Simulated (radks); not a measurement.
# Nuclear size and the levels of As

An exercise on one series of results from a longer session: the logs are not shown, and one member is left open.

Method: Dirac Kohn-Sham, LDA (Slater exchange, Perdew-Wang correlation), spin-unpolarised, spherical densities, finite nucleus; open shells fill j = l - 1/2 first. Code: radks (a radial shooting solver on a logarithmic mesh, Libxc functionals) version 1.

### Starting point

| Item | Value |
| --- | --- |
| element | arsenic (Z = 33) |
| charge | 0 |
| electrons | 33 |
| configuration | [Ar] 3d10 4s2 4p3 |
| nuclear rms radius | 4.0968 fm |

The first run:

Settings of this run:

```text
Z 33
configuration [Ar] 3d10 4s2 4p3 5s0 4d0
relativity Dirac
functional lda,pw
spin unpolarised
j_filling energy
nucleus finite rms 4.0968 fm
c 137.035999084
```

Among the steps run: rms radius 4.0968 fm.

One of the session's tables, all rows but one given; the rest of the session is left out.

It belongs to the step «rms radius 4.0968 fm». From the orbitals of this run (lengths in bohr):

| level | <r> | outermost maximum (interpolated) | 90 % within | nodes |
| --- | --- | --- | --- | --- |
| 3p1/2 | 0.6107 | 0.515 | 0.938 | 1 |
| 3p3/2 | 0.6215 | 0.524 | 0.955 | 1 |
| 3d3/2 | 0.6762 | 0.473 | 1.14 | 0 |
| 3d5/2 | ? | ? | ? | ? |
| 4s1/2 | 1.933 | 1.61 | 2.91 | 3 |
| 4p1/2 | 2.514 | 1.95 | 3.95 | 2 |
| 4p3/2 | 2.570 | 1.99 | 4.04 | 2 |
| 5s1/2 | 7.510 | 5.82 | 11.8 | 4 |

Estimate the missing values for 3d5/2.

As computed: <r>: 0.6810; outermost maximum (interpolated): 0.476; 90 % within: 1.14; nodes: 0. In the column «<r>» it lies between 3d3/2 (0.6762) and 4s1/2 (1.933).
